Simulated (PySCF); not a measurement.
# [La(OH)4]−: other functionals and bases at one geometry

How far do other levels of theory move the description of [La(OH)4]−, and what does each cost? The species was built from a template and needn't be a known compound.

Program: PySCF 2.14.0. Level of theory: several levels, as the steps say, no spin–orbit coupling. These are calculated values, not measurements.

1 further run of the same task is left out (for a known fault of the program).

## (1) The starting structure

9 atoms, charge -1, spin multiplicity 1.

Bond lengths: La1–O2 2.241 Å, La1–O4 2.241 Å, La1–O6 2.241 Å, La1–O8 2.241 Å, O2–H3 0.955 Å, O4–H5 0.955 Å, O6–H7 0.955 Å, O8–H9 0.955 Å. Angles: O2–La1–O4 109.5°, O2–La1–O6 109.4°, O2–La1–O8 109.4°, O4–La1–O6 109.4°, O4–La1–O8 109.4°, O6–La1–O8 109.5°, La1–O2–H3 176.7°, La1–O4–H5 176.7°, La1–O6–H7 176.7°, La1–O8–H9 176.7°.

As a file:

```xyz
9

La    0.0000    0.0000    0.0000
O     1.4227    1.1516    1.2926
H     1.9950    1.6849    1.8411
O    -1.4227   -1.1516    1.2926
H    -1.9950   -1.6849    1.8411
O     1.1516   -1.4227   -1.2926
H     1.6849   -1.9950   -1.8411
O    -1.1516    1.4227   -1.2926
H    -1.6849    1.9950   -1.8411
```

Formal oxidation states: La +3. The 4f shell is empty and lies in the core potential. An earlier session relaxed this geometry at PBE0, La lcecp-1-SVP with ECP46, O def2-SVP, H def2-SVP (singlet, point group D2).

At PBE0 on the finer grid: E = -334.579914 Eh, HOMO -2.40 eV, LUMO 3.70 eV, Mulliken charge on La1 +0.93 e, largest force component 0.009 eV/Å. The large-core potential holds the 4f shell empty.

Levels to run: TPSS; M06-L. Hardware: 2 threads of AMD EPYC 7R43 (Zen 3), shared host.

## (2) TPSS

The input, run.py (the lines that set the calculation):

```python
mol = gto.M(atom='''
La     0.00000     0.00000     0.00000
O      1.42268     1.15155     1.29257
H      1.99501     1.68491     1.84108
O     -1.42268    -1.15155     1.29257
H     -1.99501    -1.68491     1.84108
O      1.15155    -1.42268    -1.29257
H      1.68491    -1.99501    -1.84108
O     -1.15155     1.42268    -1.29257
H     -1.68491     1.99501    -1.84108''',
    basis={'La': 'lcecp-1-SVP', 'O': 'def2-SVP', 'H': 'def2-SVP'},
    ecp={'La': 'lcecp-1-SVP'},
    charge=-1, spin=0)
mf = dft.RKS(mol, xc='TPSS')
mf.grids.atom_grid = (75, 302)  # f atoms: unpruned, at least (60, 302)
mf = mf.density_fit()  # fitting sets: La AutoAux, O def2-universal-JKFIT, H def2-universal-JKFIT
mf.conv_tol = 1e-08; mf.max_cycle = 55
mf.kernel(dm0)  # dm0: the density of the relaxed state
```

Command:

```
OMP_NUM_THREADS=2 python run.py
```

## (3) M06-L

run.py (the lines that set the calculation): that of step 2 with these lines changed.

```diff
@@ -13,3 +13,3 @@
     charge=-1, spin=0)
-mf = dft.RKS(mol, xc='TPSS')
+mf = dft.RKS(mol, xc='M06L')
 mf.grids.atom_grid = (75, 302)  # f atoms: unpruned, at least (60, 302)
```

Before running it: what results should come out? Wanted: for each run, HOMO; gap; charge on La1; dipole; largest force.

**Answer**, as computed:

| level | state | HOMO (eV) | gap (eV) | charge on La1 (e) | dipole (D) | largest force (eV/Å) | basis functions | time |
| --- | --- | --- | --- | --- | --- | --- | --- | --- |
| PBE0 (relaxed here) | singlet | -2.40 | 6.10 | 0.93 | 0.00 | 0.01 | 109 | 31 s |
| TPSS | singlet | -0.83 | 4.15 | 0.78 | 0.00 | 0.35 | 109 | 22 s |
| M06-L | singlet | -0.85 | 5.10 | 1.11 | 0.00 | 0.18 | 109 | 22 s |

Times are on 2 threads of AMD EPYC 7R43 (Zen 3), shared host; the first row also made further properties. The dipole of a charged species depends on the origin, so these sizes hold for this origin alone.

In one basis the HOMO–LUMO gap runs from 4.15 eV (TPSS) to 6.10 eV (PBE0). The largest leftover force, 0.35 eV/Å with TPSS, stands at a geometry relaxed at another level. The Mulliken charge on La spans +0.78 to +1.11 e over the levels. With 4f in the core, its levels are missing from HOMO and gap. Total energies of different levels can't be compared. Spin–orbit coupling is left out throughout.
